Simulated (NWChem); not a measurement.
**One shape, several levels: SiHBr (SMILES [SiH]Br)**

Aim: a comparison of 4 runs (SVWN5/cc-pVDZ, SVWN5/aug-cc-pVDZ, SVWN5/cc-pVTZ, SVWN5/aug-cc-pVTZ) of SiHBr. 

The results are computed with NWChem 7.3.0.

## (1) The structure to begin with

SiHBr has 3 atoms, charge 0, and is taken as a singlet. SMILES: `[SiH]Br`. The coordinates come from a PBE0-D4/def2-TZVP relaxation.

Bond lengths: Si1–Br2 2.245 Å, Si1–H3 1.527 Å. Angles: Br2–Si1–H3 94.0°.

## (2) The charge distribution at SVWN5/cc-pVDZ (run 1)

calc.nw reads:

```
start calc
title "BrHSi"
memory total 2200 mb

geometry units au noautosym nocenter noautoz
 Si -1.18051191  0.98624806 -0.55954791
 Br  2.53393376  0.75872504  1.47663199
 H  -1.37401987 -1.86761633 -0.94221745
end

basis spherical bse
 * library cc-pVDZ
end

dft
 xc slater vwn_5
 mult 1
 grid fine
 convergence energy 1e-08
 iterations 100
 mulliken
 noprint "final vectors analysis"
end

property
 dipole
 quadrupole
 mulliken
end

task dft property
```

Run with:

```
$ nwchem calc.nw > calc.out
```

The program printed:

```text
[...]
          Wavefunction type:  closed shell.
          No. of atoms     :     3
          No. of electrons :    50
[...]
          Charge           :     0
          Spin multiplicity:     1
[...]
          AO basis - number of functions:    50
[...]
              XC Information
              --------------
                        Slater Exchange Functional  1.000 local
                      VWN V Correlation Functional  1.000 local
[...]
 d= 0,ls=0.0,diis     1  -2859.4485800979 -2.99D+03  2.21D-02  4.38D-01     7.2
[...]
 d= 0,ls=0.0,diis    11  -2859.4922417832 -4.72D-10  1.99D-07  4.84D-11    43.9
         Total DFT energy =    -2859.492241783154
      One electron energy =    -4236.069876023383
           Coulomb energy =     1357.382720008912
    Exchange-Corr. energy =     -107.778670007442
 Nuclear repulsion energy =      126.973584238759
[...]
      Total Density - Mulliken Population Analysis
     ---------------------------------------------
    Atom       Charge   Shell Charges
 -----------   ------   -------------------------------------------------------
    1 Si  14    13.84   2.00  2.03  1.02  0.82  6.01  1.10  0.71  0.15
    2 Br  35    35.14   2.00  2.00  2.03  1.11  0.80  6.00  6.01  2.69  2.46  9.94  0.09
    3 H    1     1.02   0.68  0.33  0.01
[...]
   Dipole moment        0.8222956654 Debye(s)
             DMX       -0.6662138124 DMXEFC        0.0000000000
             DMY       -0.2752193809 DMYEFC        0.0000000000
             DMZ       -0.3957064693 DMZEFC        0.0000000000
   -EFC- dipole         0.0000000000 DEBYE(S)
   Total dipole         0.8222956654 DEBYE(S)
[...]
```

Wall time 45 s (1 thread of AMD EPYC 7R13 (Zen 3), shared host); peak memory 0.11 GiB.

Atomic charges (e):

```
atom  Mulliken  Löwdin
 Si1    +0.156  +0.050
 Br2    -0.135  +0.020
  H3    -0.021  -0.070
```

## (3) The charge distribution at SVWN5/aug-cc-pVDZ (run 2)

brhsi.nw reads:

```
start brhsi
title "BrHSi properties"
memory total 2200 mb

geometry noautosym nocenter noautoz
  Si   -0.624700    0.521900   -0.296100
  Br    1.340900    0.401500    0.781400
  H    -0.727100   -0.988300   -0.498600
end

basis spherical bse
  * library aug-cc-pVDZ
end

dft
  xc slater vwn_5
  grid fine
  convergence energy 1e-08
  iterations 100
  mulliken
  noprint "final vectors analysis"
end

property
  dipole
  quadrupole
  mulliken
end

task dft property
```

Run with:

```
$ nwchem brhsi.nw > brhsi.out
```

The program printed:

```text
[...]
          Wavefunction type:  closed shell.
          No. of atoms     :     3
          No. of electrons :    50
[...]
          Charge           :     0
          Spin multiplicity:     1
[...]
          AO basis - number of functions:    72
[...]
              XC Information
              --------------
                        Slater Exchange Functional  1.000 local
                      VWN V Correlation Functional  1.000 local
[...]
 d= 0,ls=0.0,diis     1  -2859.4522498171 -2.99D+03  1.70D-02  4.82D-01     9.1
[...]
 d= 0,ls=0.0,diis    11  -2859.4968754271 -6.81D-10  1.58D-07  6.71D-11    57.7
         Total DFT energy =    -2859.496875427056
      One electron energy =    -4235.725317603458
           Coulomb energy =     1357.014766742807
    Exchange-Corr. energy =     -107.759917934566
 Nuclear repulsion energy =      126.973593368161
[...]
      Total Density - Mulliken Population Analysis
     ---------------------------------------------
    Atom       Charge   Shell Charges
 -----------   ------   -------------------------------------------------------
    1 Si  14    14.05   2.00  2.04  1.02  0.86  0.02  6.02  1.11  0.79  0.00  0.15  0.03
    2 Br  35    35.15   2.00  2.00  2.05  1.11  0.79  0.03  6.00  6.02  2.71  2.34  0.07  9.94  0.09  0.01
    3 H    1     0.81   0.69  0.09  0.01  0.01  0.00
[...]
   Dipole moment        0.9031620346 Debye(s)
             DMX       -0.7495922024 DMXEFC        0.0000000000
             DMY       -0.2468675939 DMYEFC        0.0000000000
             DMZ       -0.4391691952 DMZEFC        0.0000000000
   -EFC- dipole         0.0000000000 DEBYE(S)
   Total dipole         0.9031620346 DEBYE(S)
[...]
```

Run time: 59 s. Hardware: 1 thread of AMD EPYC 7R13 (Zen 3), shared host; peak memory 0.11 GiB.

Atomic charges (e):

```
atom  Mulliken  Löwdin
 Si1    -0.046  +0.190
 Br2    -0.147  +0.090
  H3    +0.193  -0.290
```

Run 3 isn't shown in full; the table further down has it.

## (4) Energy and one-electron properties at SVWN5/aug-cc-pVTZ (run 4)

brhsi.nw reads:

```
start brhsi
memory stack 880 mb heap 220 mb global 1100 mb
geometry units angstrom noautosym nocenter noautoz
 Si      -0.624700       0.521900      -0.296100
 Br       1.340900       0.401500       0.781400
 H       -0.727100      -0.988300      -0.498600
end
basis spherical bse
 * library aug-cc-pVTZ
end
dft
 xc slater vwn_5
 grid fine
 convergence energy 1e-08
 iterations 100
 mulliken
 noprint "final vectors analysis"
end
property
 dipole
 quadrupole
 mulliken
end
task dft property
```

Run with:

```
$ nwchem brhsi.nw > brhsi.out
```

The program printed:

```text
[...]
          Wavefunction type:  closed shell.
          No. of atoms     :     3
          No. of electrons :    50
[...]
          Charge           :     0
          Spin multiplicity:     1
[...]
          AO basis - number of functions:   132
[...]
              XC Information
              --------------
                        Slater Exchange Functional  1.000 local
                      VWN V Correlation Functional  1.000 local
[...]
 d= 0,ls=0.0,diis     1  -2859.5313828219 -2.99D+03  8.15D-03  1.31D+00    29.0
[...]
 d= 0,ls=0.0,diis    11  -2859.5855080421 -4.24D-09  9.57D-08  1.83D-10   196.8
         Total DFT energy =    -2859.585508042124
      One electron energy =    -4236.150358925376
           Coulomb energy =     1357.343790718690
    Exchange-Corr. energy =     -107.752533203599
 Nuclear repulsion energy =      126.973593368161
[...]
      Total Density - Mulliken Population Analysis
     ---------------------------------------------
    Atom       Charge   Shell Charges
 -----------   ------   -------------------------------------------------------
    1 Si  14    13.75   2.00  1.82  0.29  1.10  0.63 -0.05  5.51  0.60  1.14  0.49  0.01  0.07  0.12  0.00  0.02  0.00
    2 Br  35    35.13   2.00  2.01  1.85  0.49  1.10  0.52  0.00  6.00  5.79  1.31  2.74  1.25  0.01  9.62  0.38  0.03  0.01  0.00  0.00
    3 H    1     1.12   0.23  0.51  0.33  0.03  0.00  0.01  0.00  0.00  0.00
[...]
   Dipole moment        0.8858730475 Debye(s)
             DMX       -0.7417821979 DMXEFC        0.0000000000
             DMY       -0.2186427504 DMYEFC        0.0000000000
             DMZ       -0.4321175474 DMZEFC        0.0000000000
   -EFC- dipole         0.0000000000 DEBYE(S)
   Total dipole         0.8858730475 DEBYE(S)
[...]
```

Wall time 3.3 min (1 thread of AMD EPYC 7R13 (Zen 3), shared host); peak memory 0.12 GiB.

Atomic charges (e):

```
atom  Mulliken  Löwdin
 Si1    +0.249  +0.120
 Br2    -0.125  +0.370
  H3    -0.123  -0.490
```

## (5) The series

```
run              level   energy (Eh)  dipole moment (D)  wall time
  1      SVWN5/cc-pVDZ  -2859.492242               0.82       45 s
  2  SVWN5/aug-cc-pVDZ  -2859.496875               0.90       59 s
  3      SVWN5/cc-pVTZ  -2859.584543               0.90    2.1 min
  4  SVWN5/aug-cc-pVTZ  -2859.585508               0.89    3.3 min
```

Convergence of the total energy of singlet SiHBr with the basis set, against the last point:

```
  basis set  from the last (mEh)  wall time
    cc-pVDZ              +93.266       45 s
aug-cc-pVDZ              +88.633       59 s
    cc-pVTZ               +0.965    2.1 min
aug-cc-pVTZ               +0.000    3.3 min
```

Convergence of the dipole moment of singlet SiHBr with the basis set, against the last point:

```
  basis set  from the last (D)  wall time
    cc-pVDZ            -0.0636       45 s
aug-cc-pVDZ            +0.0173       59 s
    cc-pVTZ            +0.0123    2.1 min
aug-cc-pVTZ            +0.0000    3.3 min
```

## (6) Outcome

```
            quantity           value
 run 4: total energy  -2859.58551 Eh
run 4: dipole moment          0.89 D
```

**Reading.** For the total energy of singlet SiHBr to stay within 10 mEh of the last point, cc-pVTZ is the first point of the series from which all later ones do (2.1 min against 3.3 min). For the total energy of singlet SiHBr to stay within 2 mEh of the last point, cc-pVTZ is the first point of the series from which all later ones do (2.1 min against 3.3 min). For the dipole moment of singlet SiHBr to stay within 0.05 D of the last point, aug-cc-pVDZ is the first point of the series from which all later ones do (59 s against 3.3 min). The dipole moment (its size) runs from 0.82 D (SVWN5/cc-pVDZ) to 0.90 D (SVWN5/aug-cc-pVDZ). All runs together took 7.2 min, the longest 3.3 min.
